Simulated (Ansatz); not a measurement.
# BGeH₄+ (triplet): wave-function methods side by side, cc-pVDZ

The task here is to estimate one member of a computed series from the others.

Computed with Ansatz 0.2.0, Gaussian basis. Level: cc-pVDZ, core rule «outside noble gas», up to 15 orbitals frozen.

To be run: UHF; CCSD(T) on ROHF; CCSD(T) on UHF; BCCD(T) on ROHF; CISD; CCSDT(Q) on ROHF; CCSDT(Q) on UHF; CASSCF and MRCISD+Q, 10 electrons in 10 orbitals; CASSCF and NEVPT2, 10 electrons in 10 orbitals.

10 further runs of the same task are left out: 5 that didn't finish, 5 set aside as unsound or not needed.

### What is computed

The geometry is a PBE0/def2-TZVP stationary point (not a proven minimum) of the parent state, kept for this charge and spin. No spin-orbit coupling is included. The filled d shell of Ge may be among the frozen orbitals whatever the setting's name suggests; the logs give the count.

6 atoms, charge 1, spin multiplicity 3.

Atoms are counted from 1 here; the program's logs count them from 0.

Bond lengths: Ge1–B2 1.974 Å, Ge1–H3 1.536 Å, Ge1–H4 1.536 Å, B2–H5 1.193 Å, B2–H6 1.193 Å. Angles: B2–Ge1–H3 125.2°, B2–Ge1–H4 125.2°, H3–Ge1–H4 109.7°, Ge1–B2–H5 119.1°, Ge1–B2–H6 119.1°, H5–B2–H6 121.9°.

The first run:

in.yaml

```yaml
crystal:
  periodic: [false, false, false]
  atoms:
    - {symbol: Ge, position_ang: [0.000000, 0.000000, 0.282333]}
    - {symbol: B, position_ang: [0.000000, 0.000000, -1.691224]}
    - {symbol: H, position_ang: [0.000000, 1.255258, 1.166980]}
    - {symbol: H, position_ang: [0.000000, -1.255258, 1.166980]}
    - {symbol: H, position_ang: [0.000000, 1.042369, -2.270633]}
    - {symbol: H, position_ang: [0.000000, -1.042369, -2.270633]}
basis:
  gaussian: {orbitals: cc-pVDZ}
total_charge: 1
magnetization: {spin_polarized: true, initial_magnetization: 2}
hamiltonian: {xc: hf}
output: {orbitals: {seedname: orbitals}}
```

Launch:

```bash
ansatz run in.yaml --threads 1 --pin off --events-out ev --progress --plain --max-ram 2393MiB
```

Among the steps run: UHF; CCSD(T) on ROHF; CCSD(T) on UHF; BCCD(T) on ROHF; CISD; CCSDT(Q) on ROHF; CCSDT(Q) on UHF; CASSCF and MRCISD+Q, 10 electrons in 10 orbitals; CASSCF and NEVPT2, 10 electrons in 10 orbitals.

One table of the session follows, with a row left open; its other results are not shown here.

```
           method  from UCCSDT(Q) (meV)
             ROHF               +5388.2
              UHF               +5321.8
             RMP2               +1310.0
             UMP2               +1302.4
             CISD                +541.2
            RCCSD                +188.6
            UCCSD                +182.3
         RCCSD(T)                 +49.7
         UCCSD(T)                 +44.6
          BCCD(T)                 +49.2
           RCCSDT                 +10.4
           UCCSDT                  +5.2
        RCCSDT(Q)                  +5.6
        UCCSDT(Q)                     0
  CASSCF frontier                     ?
  NEVPT2 frontier               +1144.5
  MRCISD frontier                +299.1
MRCISD+Q frontier                 +65.7
```

Q: Estimate the row for CASSCF frontier from the others.

The run gave: from UCCSDT(Q) (meV): +3549.6. In the column «from UCCSDT(Q) (meV)» it lies between RMP2 (+1310.0) and UHF (+5321.8).

Among the levels timed on like hardware and quicker than the yardstick, those that no quicker one beats, quickest first: CISD (4.7 s, +541.2 meV); BCCD(T) (8.5 s, +49.2 meV); UCCSD(T) (11 s, +44.6 meV).

Caveats from the session: Of the multireference levels listed MRCISD+Q frontier comes nearest in total energy (+65.7 meV), which doesn't show that its space is the better one. Restricted and unrestricted rows rest on different reference determinants; where their highest levels disagree by more than a few hundredths of an eV, they describe different states and don't form one ladder.
